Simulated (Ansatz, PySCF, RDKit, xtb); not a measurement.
# Which structure has the formula B2PNH+?, part 2 of 2

Task: start from the formula B2PNH+ (charge +1), draw up candidate structures, narrow them down in stages, and characterise the one that lies lowest at 298.15 K.

xtb, Ansatz and PySCF; isolated molecules. Earlier steps stand in the parts before.

### Step 12. Density, orbitals and dipole (PBE0/def2-TZVPD)

Input file input.yaml:

```yaml
crystal:
  periodic: [false, false, false]
  atoms:
    - {symbol: B, position_ang: [0.000000, 0.000000, -1.167733]}
    - {symbol: B, position_ang: [0.000000, 0.000000, 1.430688]}
    - {symbol: "N", position_ang: [0.000000, 0.000000, 0.143759]}
    - {symbol: P, position_ang: [0.000000, 0.000000, -3.016860]}
    - {symbol: H, position_ang: [0.000000, 0.000000, 2.610146]}
basis:
  gaussian:
    orbitals: def2-TZVPD
total_charge: 1
magnetization:
  spin_polarized: true
  initial_magnetization: 2
hamiltonian:
  xc: {name: PBE0}
output: {forces: true, orbitals: {seedname: orbitals}}
```

The run is started by

```bash
$ ansatz run input.yaml --threads 1 --pin off --max-ram 2610MiB --events-out events.jsonl --progress --plain --runs-dir runs
```

The program printed (excerpt; [...] marks lines left out):

```text
Warning: RAYON_NUM_THREADS=1 ignored (pool sized by the plan → 1); use --threads N
Functional definition: PBE0
  name "PBE0"
[...]
852 factors; their error is unknown
[...]
mean field -12132.83514981 eV, -445.8734678244 hartree, gradient 7.0e-5 eV, S^2 2.008397; 0 other end points of the search recorded, 0 dependent functions left out
[...]
reference -12132.83518046 eV, -445.8734689508 hartree; 17, 15 occupied and 146, 148 virtual orbitals, 852 factors
Total energy: -12132.83518046 eV, -445.8734689508 hartree
Atom 0 at     0.000000     0.000000    -1.167733 Å, force    -0.000000     0.000000     0.244922 eV/Å
Atom 1 at     0.000000     0.000000     1.430688 Å, force    -0.000000     0.000000    -0.264725 eV/Å
Atom 2 at     0.000000     0.000000     0.143759 Å, force     0.000000    -0.000000     0.062383 eV/Å
Atom 3 at     0.000000     0.000000    -3.016860 Å, force     0.000000    -0.000000     0.179379 eV/Å
Atom 4 at     0.000000     0.000000     2.610146 Å, force    -0.000000    -0.000000    -0.221959 eV/Å
Dipole moment:     0.000000    -0.000000     0.688234 e Å
```

Wall time 8.1 s (1 thread of Arm Neoverse V2, shared host).

### Step 13. Frequencies after a tight-binding relaxation (GFN2-xTB)

Input file start.xyz:

```xyz
5
c469t
B      0.000000     0.000000    -1.167733
B      0.000000     0.000000     1.430688
N      0.000000     0.000000     0.143759
P      0.000000     0.000000    -3.016860
H      0.000000     0.000000     2.610146
```

The run is started by

```bash
$ xtb start.xyz --gfn 2 --ohess tight --chrg 1 --uhf 2
```

The program printed (excerpt; [...] marks lines left out):

```text
* xtb version 6.7.1
[...]
          :  # basis functions                  23          :
[...]
          :  # electrons                        16          :
[...]
          :  Hamiltonian                  GFN2-xTB          :
[...]
          :  net charge                          1          :
          :  unpaired electrons                  2          :
[...]
   *** convergence criteria satisfied after 14 iterations ***
[...]
   *** GEOMETRY OPTIMIZATION CONVERGED AFTER 5 ITERATIONS ***
[...]
   *** convergence criteria satisfied after 3 iterations ***
[...]
         ::                     SUMMARY                     ::
         :::::::::::::::::::::::::::::::::::::::::::::::::::::
         :: total energy              -7.919727617133 Eh    ::
         :: gradient norm              0.000281109800 Eh/a0 ::
         :: HOMO-LUMO gap              2.833274697520 eV    ::
         ::.................................................::
         :: SCC energy                -8.045776562577 Eh    ::
         :: -> isotropic ES            0.124749973823 Eh    ::
         :: -> anisotropic ES         -0.007452971462 Eh    ::
         :: -> anisotropic XC          0.009569626985 Eh    ::
         :: -> dispersion             -0.002441765093 Eh    ::
         :: repulsion energy           0.126048945445 Eh    ::
         :: add. restraining           0.000000000000 Eh    ::
         :: total charge               1.000000000000 e     ::
         :::::::::::::::::::::::::::::::::::::::::::::::::::::
[...]
         9        1.0000           -0.5750704             -15.6485 (HOMO)
        10                         -0.4709498             -12.8152 (LUMO)
[...]
     #   Z          covCN         q      C6AA      α(0)
     1   5          1.801     0.278    35.809    12.607
     2   5          1.790     0.347    33.999    12.285
     3   7          1.683    -0.137    24.596     7.327
     4  15          0.959     0.446   165.715    23.925
     5   1          0.947     0.067     2.118     2.275
[...]
          | TOTAL ENERGY               -7.919727617131 Eh   |
          | TOTAL ENTHALPY             -7.893334766820 Eh   |
          | TOTAL FREE ENERGY          -7.924643614277 Eh   |
          | GRADIENT NORM               0.000280566836 Eh/α |
[...]
```

Run time: 0.066 s. Hardware: 1 thread of Arm Neoverse V2, shared host.

### Step 14. Electronic excitations (TD-B3LYP/def2-SVPD)

Input file run.py:

```python
# B2HNP
from pyscf import gto, dft, tdscf

system = gto.Mole()
system.atom = [
    ('B', (0.000000, 0.000000, -1.167733)),
    ('B', (0.000000, 0.000000, 1.430688)),
    ('N', (0.000000, 0.000000, 0.143759)),
    ('P', (0.000000, 0.000000, -3.016860)),
    ('H', (0.000000, 0.000000, 2.610146)),
]
system.max_memory = 1860
system.verbose = 3
system.basis = 'def2-svpd'
system.charge = 1
system.spin = 2
system.build()

calc0 = dft.UKS(system, xc='b3lyp')
calc0 = calc0.density_fit(auxbasis='def2-universal-jkfit')
calc0.grids.level = 2
calc0.max_cycle = 100
calc0.kernel()
if not calc0.converged:
    calc0 = calc0.newton().run(calc0.mo_coeff, calc0.mo_occ)

e_tot = calc0.e_tot
print('E = %.10f Eh' % e_tot)

td = calc0.TDA()
td.nstates = 5
td.kernel()
td.analyze()
roots = td.e * 27.211386
osc = td.oscillator_strength()
print('state   eV      nm      f')
for i, (w, f) in enumerate(zip(roots, osc), 1):
    print('%3d %9.4f %8.1f %9.5f' % (i, w, 1239.842 / w, f))
```

The run is started by

```bash
$ OMP_NUM_THREADS=1 python run.py
```

The program printed:

```text
WARN: HOMO -0.232119366316965 >= LUMO -0.232119366316975

converged SCF energy = -445.944702796092  <S^2> = 2.0052564  2S+1 = 3.0035022
E = -445.9447027961 Eh
Excitation energies (eV)
[3.09220121 3.09220121 4.09989478 4.09989576 4.20017843]

** Excitation energies and oscillator strengths **
state   eV      nm      f
  1    3.0922    401.0   0.00190
  2    3.0922    401.0   0.00190
  3    4.0999    302.4   0.00000
  4    4.0999    302.4   0.00000
  5    4.2002    295.2   0.00000
```

Wall time 75 s (1 thread of Arm Neoverse V2, shared host); peak memory 0.42 GiB.

The roots found:

```csv
excited state,energy (eV),strength
1,3.092,0.0019
2,3.092,0.0019
3,4.100,0.0000
4,4.100,0.0000
5,4.200,0.0000
```

### Step 15. One electron fewer at the same geometry (PBE0/def2-TZVPD)

Input file input.yaml:

```yaml
crystal:
  periodic: [false, false, false]
  atoms:
    - symbol: B
      position_ang: [0.000000, 0.000000, -1.167733]
    - symbol: B
      position_ang: [0.000000, 0.000000, 1.430688]
    - symbol: N
      position_ang: [0.000000, 0.000000, 0.143759]
    - symbol: P
      position_ang: [0.000000, 0.000000, -3.016860]
    - symbol: H
      position_ang: [0.000000, 0.000000, 2.610146]
basis:
  gaussian:
    orbitals: def2-TZVPD
total_charge: 2
magnetization:
  spin_polarized: true
  initial_magnetization: 1
hamiltonian:
  xc: pbe0
```

The run is started by

```bash
$ ansatz run input.yaml --threads 1 --pin off --max-ram 2610MiB --events-out events.jsonl --progress --plain --runs-dir runs
```

The program printed:

```text
Warning: RAYON_NUM_THREADS=1 ignored (pool sized by the plan → 1); use --threads N
[... 2 set-up lines as earlier in the session ...]
  parameter a = 0.25
  parameter kappa = 0.804
  parameter beta = 0.06672455060314922
  exchange = (1 - a)*pbe_x(kappa = kappa, mu = beta*pi^2/3) + a*exact_x
  correlation = pbe_c(beta = beta)
852 factors; their error is unknown
mean field evaluation 1: about -12085.9308 eV, gradient 8.3e1 eV
mean field evaluation 2: about -11868.3600 eV, gradient 1.7e2 eV
mean field evaluation 4: about -12046.2050 eV, gradient 6.9e1 eV
mean field evaluation 8: about -12117.0043 eV, gradient 4.3e-1 eV
mean field evaluation 16: about -12117.0387 eV, gradient 2.0e-3 eV
mean field evaluation 32: about -12116.7052 eV, gradient 2.7e0 eV
mean field -12117.03869836 eV, -445.2929589410 hartree, gradient 2.5e-5 eV, S^2 0.757472; 3 other end points of the search recorded, 0 dependent functions left out
reference -12117.03872694 eV, -445.2929599910 hartree; 16, 15 occupied and 147, 148 virtual orbitals, 852 factors
Total energy: -12117.03872694 eV, -445.2929599910 hartree
```

Wall time 14 s (1 thread of Arm Neoverse V2, shared host); peak memory 0.44 GiB.

Difference from the parent: 15.80 eV. Only this spin of the product was run; a higher spin can lie lower.

### Step 16. One electron more at the same geometry (PBE0/def2-TZVPD)

Input file input.yaml:

```yaml
crystal:
  periodic: [false, false, false]
  atoms:
    - {symbol: B, position_ang: [0.000000, 0.000000, -1.167733]}
    - {symbol: B, position_ang: [0.000000, 0.000000, 1.430688]}
    - {symbol: N, position_ang: [0.000000, 0.000000, 0.143759]}
    - {symbol: P, position_ang: [0.000000, 0.000000, -3.016860]}
    - {symbol: H, position_ang: [0.000000, 0.000000, 2.610146]}
basis:
  gaussian:
    orbitals: def2-TZVPD
magnetization:
  spin_polarized: true
  initial_magnetization: 1
hamiltonian:
  xc: {name: PBE0}
scf:
  lower_state_search: off
```

The run is started by

```bash
$ ansatz run input.yaml --threads 1 --pin off --max-ram 2610MiB --events-out events.jsonl --progress --plain --runs-dir runs
```

The program printed (excerpt; [...] marks lines left out):

```text
Warning: RAYON_NUM_THREADS=1 ignored (pool sized by the plan → 1); use --threads N
[... 2 set-up lines as earlier in the session ...]
[...]
852 factors; their error is unknown
[...]
mean field -12140.43898285 eV, -446.1529035346 hartree, gradient 7.6e-6 eV, S^2 0.759224; 0 other end points of the search recorded, 0 dependent functions left out
reference -12140.43901411 eV, -446.1529046833 hartree; 17, 16 occupied and 146, 147 virtual orbitals, 852 factors
Total energy: -12140.43901411 eV, -446.1529046833 hartree
Checks for a lower state left out: stability, starts, cluster_reference, orbital_swaps, neighbouring_geometries, increment
```

Wall time 4.5 s (1 thread of Arm Neoverse V2, shared host).

Parent less the species with the added electron: 7.60 eV.

### Step 17. The singlet at the same geometry (PBE0/def2-TZVPD)

Input file input.yaml:

```yaml
crystal:
  periodic: [false, false, false]
  atoms:
    - symbol: B
      position_ang: [0.000000, 0.000000, -1.167733]
    - symbol: B
      position_ang: [0.000000, 0.000000, 1.430688]
    - symbol: N
      position_ang: [0.000000, 0.000000, 0.143759]
    - symbol: P
      position_ang: [0.000000, 0.000000, -3.016860]
    - symbol: H
      position_ang: [0.000000, 0.000000, 2.610146]
basis:
  gaussian:
    orbitals: def2-TZVPD
total_charge: 1
hamiltonian:
  xc: pbe0
```

The run is started by

```bash
$ ansatz run input.yaml --threads 1 --pin off --max-ram 2610MiB --events-out events.jsonl --progress --plain --runs-dir runs
```

The program printed (excerpt; [...] marks lines left out):

```text
Warning: RAYON_NUM_THREADS=1 ignored (pool sized by the plan → 1); use --threads N
[... 7 set-up lines as earlier in the session ...]
852 factors; their error is unknown
mean field evaluation 1: about -12112.2404 eV, gradient 9.4e1 eV
mean field evaluation 2: about -12016.4295 eV, gradient 1.7e2 eV
mean field evaluation 4: about -12129.7403 eV, gradient 2.2e1 eV
mean field evaluation 8: about -12131.5218 eV, gradient 1.2e-1 eV
mean field evaluation 16: about -12131.5554 eV, gradient 1.6e-4 eV
mean field -12131.55541310 eV, -445.8264383679 hartree, gradient 3.2e-5 eV, S^2 0.000000; 0 other end points of the search recorded, 0 dependent functions left out
reference -12131.55544306 eV, -445.8264394688 hartree; 16, 16 occupied and 147, 147 virtual orbitals, 852 factors
Total energy: -12131.55544306 eV, -445.8264394688 hartree
```

Wall time 3.9 s (1 thread of Arm Neoverse V2, shared host).

It lies 1.28 eV above the triplet.

### Step 18. Stability of the SCF solution (PBE0/def2-SVP)

Input file job.py:

```python
from pyscf import gto, dft

mol = gto.M(
    atom='''
B      0.000000     0.000000    -1.167733
B      0.000000     0.000000     1.430688
N      0.000000     0.000000     0.143759
P      0.000000     0.000000    -3.016860
H      0.000000     0.000000     2.610146
''',
    charge=1,
    spin=2,
    basis='def2-svp',
    max_memory=1860,
    verbose=3,
)

calc0 = dft.UKS(mol, xc='pbe0')
calc0 = calc0.density_fit(auxbasis='def2-universal-jkfit')
calc0.grids.level = 3
calc0.max_cycle = 100
calc0.kernel()
if not calc0.converged:
    calc0 = calc0.newton().run(calc0.mo_coeff, calc0.mo_occ)

energy = calc0.e_tot
print('E = %.10f Eh' % energy)
mo_i, mo_e, stable_i, stable_e = calc0.stability(internal=True, external=True, return_status=True)
print('stable: internal', stable_i, 'external', stable_e)
```

The run is started by

```bash
$ OMP_NUM_THREADS=1 python job.py
```

The program printed:

```text
WARN: HOMO -0.234214575112521 >= LUMO -0.234214575112528

converged SCF energy = -445.644729422623  <S^2> = 2.0067315  2S+1 = 3.0044843
E = -445.6447294226 Eh
<class 'pyscf.df.df_jk.DFUKS'> wavefunction is stable in the internal stability analysis
<class 'pyscf.df.df_jk.DFUKS'> wavefunction is stable in the real -> complex stability analysis
<class 'pyscf.df.df_jk.DFUKS'> wavefunction has an UHF/UKS -> GHF/GKS instability
stable: internal True external False
```

It took 46 s on 1 thread of Arm Neoverse V2, shared host; peak memory 0.42 GiB.

The stability test raises a flag; for an open shell a flag towards a general spinor solution can be the free rotation of the spin.

### Step 19. Results

What follows sums up all 2 parts.

```
                                                        quantity                                                                    value
                                          lowest structure found                                            [BH][N][B][P] ‡, triplet, C∞v
                                                   next finalist                      [BH][N][B][P] ‡, singlet, 23.9 kcal/mol higher in G
                       share at equilibrium, among the finalists                                                                  100.0 %
                                                          funnel  78 starts, 27 minima at GFN2-xTB, 7 screening runs, 3 relaxed, 3 ranked
                                            CPU time of all runs                                                                  6.8 min
harmonic wavenumbers, lowest and highest (B3LYP-D3(BJ)/def2-SVP)                                                        147 and 2871 cm⁻¹
                             rotational constants, same geometry                                                             0.07781 cm⁻¹
            HOMO energy (highest over α and β) (PBE0/def2-TZVPD)                                                                -13.41 eV
             LUMO energy (lowest over α and β) (PBE0/def2-TZVPD)                                                                 -9.53 eV
                          lowest excitation (TD-B3LYP/def2-SVPD)                                                      3.09 eV (f = 0.002)
    vertical ionisation energy (to the doublet ion of charge +2)                                                                 15.80 eV
                  vertical recombination energy (electron added)                                                                  7.60 eV
                                   vertical singlet less triplet                                                                 +1.28 eV
```

**Reading.** The search ends on `[BH][N][B][P]` ‡. The margin of 23.9 kcal/mol over the next finalist is beyond the usual error of the last level; it says nothing of structures that weren't ranked. r2SCAN-D4/def2-SVP, B3LYP-D3(BJ)/def2-SVP, HF/def2-TZVPP and MP2/def2-TZVPP already put its bonding pattern lowest among the structures in one piece. The largest share of the time went into the properties (28 %). A large T1 diagnostic among the finalists warns that one reference determinant may not suffice. It concerns: the finalist B=B[N+]#P (triplet). The closed-shell singlet of the same pattern is poorly described by one determinant, so the gap to it is too large. The stability test raises a flag; for an open shell a flag towards a general spinor solution can be the free rotation of the spin. The search is not exhaustive (a finite list of starts, one conformer a finalist), so a lower isomer can't be ruled out.

‡ marks the bonded skeleton alone, with all bonds drawn single: no Lewis structure was assigned that passes a check against the bond lengths.
